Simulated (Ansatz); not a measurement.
**BPH₄ + HBr: a complex and its separated parts**

Aim: how far the complex at one end of a reaction step lies below its separated, relaxed parts, level by level.

Computed with Ansatz 0.2.0, Gaussian basis. Level: PBE0-D4/def2-TZVP structures, single points in def2-TZVPP, no counterpoise correction.

Levels: SPW92, PBE-D4, BLYP-D4, r2SCAN-D4, B97M-V, PBE0-D4, B3LYP-D4, r2SCAN0-D4, BHLYP-D4, CAM-B3LYP-D4, wB97X-V, wB97M-V, B2PLYP, PBE-QIDH, RPA on PBE, Hartree-Fock, MP2, CCSD, CCSD(T).

Cores are frozen in the correlated methods. Filled d shells of the heavier atoms are correlated. B3LYP uses VWN-RPA correlation. B2PLYP carries no dispersion term here.

21 further runs of the same task are left out: 21 set aside as unsound or not needed.

**1. The system as given**

The complex: 8 atoms, charge 0, spin multiplicity 1.

Atoms are counted from 1 here; the program's logs count them from 0.

Bond lengths: B1–H3 1.191 Å, B1–H4 1.191 Å, B1–P6 1.853 Å, Br2–H5 1.433 Å, P6–H7 1.409 Å, P6–H8 1.409 Å. Angles: H3–B1–H4 121.5°, H3–B1–P6 118.8°, H4–B1–P6 118.8°, B1–P6–H7 108.0°, B1–P6–H8 108.0°, H7–P6–H8 101.5°.

As a file:

```mol
BBrH5P
  3D, bonds by distance, orders not assigned

  8  6  0  0  0  0  0  0  0  0999 V2000
   -1.0901    0.0739   -0.3206 B   0  0
    1.9306   -1.0796   -1.6861 Br  0  0
   -1.5859   -1.0070   -0.3937 H   0  0
   -1.2244    0.8798   -1.1878 H   0  0
    1.2762   -0.4804   -0.5603 H   0  0
   -0.3515    0.6109    1.2913 P   0  0
    0.7122    1.4912    1.0119 H   0  0
    0.3329   -0.4888    1.8453 H   0  0
  1  3  8  0
  1  4  8  0
  1  6  8  0
  2  5  8  0
  6  7  8  0
  6  8  8  0
M  END
```

Its parts: BPH₄ holds atoms 1, 3, 4, 6, 7, 8; HBr holds atoms 2, 5. Each part counts its atoms afresh in its own runs.

**2. Relaxing BPH₄ alone**

relax-a/in.yaml

```yaml
crystal:
  periodic: [false, false, false]
  atoms:
    - {symbol: B, position_ang: [-1.090062, 0.073910, -0.320591]}
    - {symbol: H, position_ang: [-1.585884, -1.007040, -0.393687]}
    - {symbol: H, position_ang: [-1.224448, 0.879796, -1.187840]}
    - {symbol: P, position_ang: [-0.351532, 0.610869, 1.291330]}
    - {symbol: H, position_ang: [0.712231, 1.491202, 1.011932]}
    - {symbol: H, position_ang: [0.332909, -0.488818, 1.845289]}
basis:
  gaussian: {orbitals: def2-TZVP}
hamiltonian: {xc: pbe0, dispersion: d4}
relax: {f_tol: 0.005, max_steps: 200}
```

No record of the launch command was kept for these runs.

After this run come: Relaxing HBr alone; wB97M-V/def2-TZVPP; CCSD(T)/def2-TZVPP; Vibrations of BPH₄; Vibrations of HBr.

Before running it: what results should come out? Wanted: complex less parts, CCSD(T)/def2-TZVPP; with zero-point energy; largest T1 diagnostic.

**Answer**, as computed:

```
                              quantity        value
complex less parts, CCSD(T)/def2-TZVPP  -4.6 kJ/mol
                with zero-point energy  -1.2 kJ/mol
                 largest T1 diagnostic        0.018
```

At CCSD(T) the complex lies 4.6 kJ/mol below its parts. The functionals run from wB97X-V, off by 0.0 kJ/mol, to SPW92, off by -17.0 kJ/mol, against CCSD(T). By rung, the mean size of the error is: LDA 17.0, GGA 6.7, meta-GGA 3.5, hybrid 3.1, range-separated hybrid 0.7, double hybrid 1.7 kJ/mol. PBE-D4 gives a relative energy 8.5 kJ/mol too low, an error of 186 % of the reference. No counterpoise was applied, and triple zeta lacks some correlation, so the CCSD(T) reference has a basis error of its own, and close matches with it are partly luck.
